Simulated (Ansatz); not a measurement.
## Be, space group P4_2/mnm: the orbital character of the bands, step by step

Computed with Ansatz 0.2.0, Python API.

The script reads `be.xyz`:
```text
4
Lattice="3.746814 0.0 0.0 0.0 3.746814 0.0 0.0 0.0 2.28128" Properties=species:S:1:pos:R:3 pbc="T T T"
Be    1.11433246    1.11433246    0.00000000
Be    2.63248154    2.63248154    0.00000000
Be    0.75907454    2.98773946    1.14064000
Be    2.98773946    0.75907454    1.14064000
```

Run as a notebook:

```python
from pathlib import Path
import warnings

import ansatz as az
import pandas as pd
```

```python
warnings.simplefilter("ignore", az.DeckWarning)
```

```python
be = az.Crystal.from_extxyz("be.xyz")
```

```python
be.resolved().tree()["lattice"]
```

    ((3.746814, 0.0, 0.0), (0.0, 3.746814, 0.0), (0.0, 0.0, 2.28128))

```python
points = {"G": (0.0, 0.0, 0.0), "X": (0.0, 0.5, 0.0), "M": (0.5, 0.5, 0.0), "Z": (0.0, 0.0, 0.5), "R": (0.0, 0.5, 0.5), "A": (0.5, 0.5, 0.5)}
calculation = (
    be.calculation()
    .functional(az.Functional.R2SCAN)
    .basis(550, density_ratio=6)
    .kpoints(4, 4, 6, center="monkhorst-pack")
    .occupations(az.OccupationsMethod.FERMI_DIRAC, width=0.02)
    .scf(algorithm="direct_min")
    .band_structure(list(points.values()), intervals=1)
    .fat_bands()
)
session = calculation.session()
planned = session.plan(threads=1)
outcome = planned.execute()
data = outcome.report
```

    

```python
data["converged"], data["free_energy_ev"]
```

    (True, -373.1391990049681)

```python
[(site.symbol, site.position_frac.round(4).tolist()) for site in outcome.lattice.sites]
```

    [(<Element.BE: 'Be'>, [0.2974, 0.2974, 0.0]), (<Element.BE: 'Be'>, [0.7026, 0.7026, 0.0]),
     (<Element.BE: 'Be'>, [0.2026, 0.7974, 0.5]), (<Element.BE: 'Be'>, [0.7974, 0.2026, 0.5])]

```python
file = Path(outcome.write_results("results")) / "fatbands.tsv"
names = file.read_text().splitlines()[0].lstrip("# ").split("\t")
table = pd.read_csv(file, sep="\t", comment="#", names=names)
near = table[table.e_minus_ef.abs() < 2]
for ik, label in enumerate(points):
    print(label)
    for _, row in near[near.ik == ik].iterrows():
        main = row[names[4:]].astype(float).nlargest(2)
        print(f"   band {int(row.band):3d} {row.e_minus_ef:7.3f} eV  " + ", ".join(f"{k} {v:.2f}" for k, v in main.items()))
```

    G
       band   3  -1.475 eV  be2_l0_2S 0.21, be3_l0_2S 0.21
       band   4  -1.475 eV  be0_l0_2S 0.21, be1_l0_2S 0.21
    X
       band   4   1.175 eV  be0_l0_2S 0.22, be1_l0_2S 0.22
       band   5   1.175 eV  be2_l0_2S 0.22, be3_l0_2S 0.22
    M
    Z
       band   2   0.762 eV  be0_l0_2S 0.00, be1_l0_2S 0.00
       band   3   0.762 eV  be0_l0_2S 0.00, be1_l0_2S 0.00
       band   4   1.579 eV  be0_l0_2S 0.02, be1_l0_2S 0.02
       band   5   1.579 eV  be2_l0_2S 0.02, be3_l0_2S 0.02
    R
    A
       band   4   1.403 eV  be2_l0_2S 0.48, be3_l0_2S 0.48
       band   5   1.403 eV  be0_l0_2S 0.48, be1_l0_2S 0.48
       band   6   1.440 eV  be2_l0_2S 0.44, be3_l0_2S 0.44
       band   7   1.440 eV  be0_l0_2S 0.44, be1_l0_2S 0.44

These settings explore the input space; cutoff and mesh may be short of convergence. The computed bands are complete only to about 4.3 eV above the Fermi level. This isn't the structure that Be takes at ambient conditions. Gaps and levels are Kohn-Sham values on a finite set of k-points. Energies are less the Fermi level and bands count from 0. Only the largest channels are printed, equivalent atoms hold more, and in degenerate sets the split between sites is arbitrary; shells that the potentials lack have no channel. Hardware and time: 1.5 s on 1 thread of AMD EPYC 9R45 96-Core Processor (Zen 5), on a shared host, peak memory 0.47 GiB.

(Lines on the test bed's own set-up are left out of the output.)
